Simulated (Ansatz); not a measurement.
# B2GeH6: the cost of one run

All numbers below are computed with Ansatz 0.2.0 (RKS BHLYP/def2-SVP).

## (1) The starting structure

Bond lengths: B1–Ge2 1.998 Å, Ge2–B3 1.998 Å, B1–H4 1.168 Å, B1–H5 1.168 Å, Ge2–H6 1.505 Å, Ge2–H7 1.505 Å, B3–H8 1.167 Å, B3–H9 1.168 Å. Angles: B1–Ge2–B3 110.1°, B1–Ge2–H6 111.4°, B1–Ge2–H7 111.3°, B3–Ge2–H6 111.3°, B3–Ge2–H7 111.3°, H6–Ge2–H7 101.1°, Ge2–B1–H4 121.0°, Ge2–B1–H5 121.1°, H4–B1–H5 117.8°, Ge2–B3–H8 121.0°, Ge2–B3–H9 121.1°, H8–B3–H9 117.8°.

Structure file:

```xyz
9

B    -1.0060    0.6501   -1.1955
Ge    0.6517    0.2653   -0.1480
B     0.2326   -0.9635    1.3712
H    -1.3465   -0.0548   -2.0619
H    -1.7062    1.5398   -0.9102
H     1.3029    1.5327    0.3362
H     1.7352   -0.3000   -1.0263
H     0.2556   -2.1218    1.2306
H    -0.1192   -0.5478    2.4039
```

## (2) Relaxing end A

input.yaml reads:

```yaml
crystal:
  periodic: [false, false, false]
  atoms:
    - { symbol: B, position_ang: [-1.00596, 0.65008, -1.19552] }
    - { symbol: Ge, position_ang: [0.65166, 0.26532, -0.14798] }
    - { symbol: B, position_ang: [0.23261, -0.96345, 1.37117] }
    - { symbol: H, position_ang: [-1.34655, -0.05481, -2.06194] }
    - { symbol: H, position_ang: [-1.70624, 1.53977, -0.91023] }
    - { symbol: H, position_ang: [1.30294, 1.53272, 0.33625] }
    - { symbol: H, position_ang: [1.73523, -0.3, -1.02629] }
    - { symbol: H, position_ang: [0.25556, -2.12184, 1.23061] }
    - { symbol: H, position_ang: [-0.11924, -0.54779, 2.40393] }
basis:
  gaussian: { orbitals: def2-SVP }
hamiltonian:
  xc: { name: BHLYP }
relax:
  f_tol: 0.015
  max_steps: 40
```

Run with:

```console
> ansatz run input.yaml --threads 1 --pin off --max-ram 2048MiB --backend cpu --events-out ev --progress --plain --runs-dir out
```

Q: Estimate wall time and peak memory on 1 thread of Arm Neoverse V1, shared host.

About 22 s, with a peak of 0.18 GiB.
